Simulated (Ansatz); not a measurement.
# C4H10AlBr: basis-set convergence

The task here is to estimate one member of a computed series from the others.

The runs use Ansatz 0.2.0, Gaussian basis; one geometry, several basis sets.

The runs, in order: PBE0-D4/def2-SVP; ωB97M-V/def2-SVP; PBE0-D4/def2-QZVPP; ωB97M-V/def2-QZVPP; the functionals' def2-TZVPP values are taken from earlier runs.

1 further run of the same task is left out (it didn't finish).

## Structure used throughout

All runs share one geometry, relaxed beforehand with PBE0-D4 in a triple-zeta def2 set.

SMILES `C[CH](C)[Al]([CH3])[Br]`, 16 atoms, charge 0, spin multiplicity 1.

Atoms are counted from 1 here; the program's logs count them from 0.

Bond lengths: C1–C2 1.524 Å, C1–H7 1.097 Å, C1–H8 1.092 Å, C1–H9 1.094 Å, C2–C3 1.532 Å, C2–Al4 1.963 Å, C2–H10 1.101 Å, C3–H11 1.096 Å, C3–H12 1.095 Å, C3–H13 1.094 Å, Al4–C5 1.944 Å, Al4–Br6 2.277 Å, C5–H14 1.094 Å, C5–H15 1.093 Å, C5–H16 1.095 Å. Angles: C2–C1–H7 111.1°, C2–C1–H8 112.3°, C2–C1–H9 111.4°, H7–C1–H8 107.7°, H7–C1–H9 107.2°, H8–C1–H9 106.8°, C1–C2–C3 111.4°, C1–C2–Al4 115.2°, C1–C2–H10 108.2°, C3–C2–Al4 109.9°, C3–C2–H10 107.2°, Al4–C2–H10 104.4°, C2–C3–H11 111.1°, C2–C3–H12 111.5°, C2–C3–H13 112.6°, H11–C3–H12 106.7°, H11–C3–H13 107.2°, H12–C3–H13 107.4° and more.

Set-up of the first run:

File in.yaml:

```yaml
crystal:
  periodic: [false, false, false]
  atoms:
    - {symbol: C, position_ang: [-0.987322, 0.276863, 1.880040]}
    - {symbol: C, position_ang: [-0.409864, -0.373480, 0.628007]}
    - {symbol: C, position_ang: [-1.495922, -0.625500, -0.422980]}
    - {symbol: Al, position_ang: [1.101844, 0.578322, -0.186738]}
    - {symbol: C, position_ang: [2.048169, 0.002113, -1.784437]}
    - {symbol: Br, position_ang: [1.802464, 2.521081, 0.772726]}
    - {symbol: H, position_ang: [-1.798423, -0.328882, 2.301624]}
    - {symbol: H, position_ang: [-0.234981, 0.413985, 2.660229]}
    - {symbol: H, position_ang: [-1.401373, 1.265627, 1.661832]}
    - {symbol: H, position_ang: [0.003799, -1.354669, 0.909562]}
    - {symbol: H, position_ang: [-2.296515, -1.256192, -0.018913]}
    - {symbol: H, position_ang: [-1.965513, 0.308988, -0.747718]}
    - {symbol: H, position_ang: [-1.109542, -1.125510, -1.316282]}
    - {symbol: H, position_ang: [3.126378, -0.038937, -1.604009]}
    - {symbol: H, position_ang: [1.721416, -0.980642, -2.133450]}
    - {symbol: H, position_ang: [1.895365, 0.716826, -2.599481]}
basis:
  gaussian: {orbitals: def2-SVP}
hamiltonian: {xc: pbe0, dispersion: d4}
output: {orbitals: {seedname: orbitals}}
```

Steps of the session up to this table: PBE0-D4 in def2-SVP; ωB97M-V in def2-SVP; PBE0-D4 in def2-QZVPP; ωB97M-V in def2-QZVPP.

One table of the session follows, with a row left open; its other results are not shown here.

It belongs to the step «Functionals by basis». 

| functional | basis | HOMO (eV) |
| --- | --- | --- |
| PBE0-D4 | def2-SVP | -7.20 |
| PBE0-D4 | def2-TZVPP | ? |
| PBE0-D4 | def2-QZVPP | -7.25 |
| ωB97M-V | def2-SVP | -9.37 |
| ωB97M-V | def2-TZVPP | -9.42 |
| ωB97M-V | def2-QZVPP | -9.43 |

Q: Estimate the row for PBE0-D4, def2-TZVPP from the others.

As computed: HOMO (eV): -7.24. In the column «HOMO (eV)» it lies between PBE0-D4, def2-QZVPP (-7.25) and PBE0-D4, def2-SVP (-7.20).
